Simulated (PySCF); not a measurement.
# C5H12GeN2O2: the cost of one run

Computed with PySCF 2.14.0 and routines of our own; the level stands in each step. Atoms count from 0.

### 1 The starting structure

22 atoms, charge 0, multiplicity 1; geometry from: GFN2-xTB.

### 2 Excited states: TDA CAM-B3LYP/def2-SVP

What the job is given:

```
{"job": {"kind": "states", "xc": "CAM-B3LYP", "basis": "def2-SVP", "tda": true, "soc": true, "nstates": 8, "ntriplets": 6, "nquad": 4}, "charge": 0, "multiplicity": 1}
C     -3.957367    -1.159519     0.285331
C     -3.545340     0.279116     0.012617
O     -2.149155     0.325929    -0.216382
Ge    -0.978375     1.524829     0.279305
N      0.670700     0.788408     0.051347
C      0.948693    -0.367485    -0.362942
C      2.380220    -0.817247    -0.485699
O      2.676988    -1.932825    -0.866853
N      3.258104     0.137345    -0.133448
C      4.684487    -0.041766    -0.160727
H     -3.457078    -1.527556     1.177934
H     -5.033126    -1.215023     0.429380
H     -3.675633    -1.790367    -0.553665
H     -3.825119     0.913370     0.861454
H     -4.059306     0.654613    -0.879897
H     -1.141597     1.881730     1.735296
H     -1.028358     2.764656    -0.574113
H      0.213718    -1.121645    -0.657981
H      2.864766     1.016976     0.171892
H      4.882999    -1.049340    -0.523966
H      5.107440     0.072041     0.839488
H      5.151930     0.683145    -0.830004
```

Method: TDA CAM-B3LYP/def2-SVP excited states, vertical, gas phase, spin-orbit mean-field couplings.

Command:

```sh
$ OMP_NUM_THREADS=1 python excited_run.py task.json out
```

This one command runs all jobs of the session in turn.

**Question.** How long does this job take on 1 thread of Arm Neoverse V1, shared host, and how much memory does it need?

About 1.8 min, with a peak of 1.3 GiB.
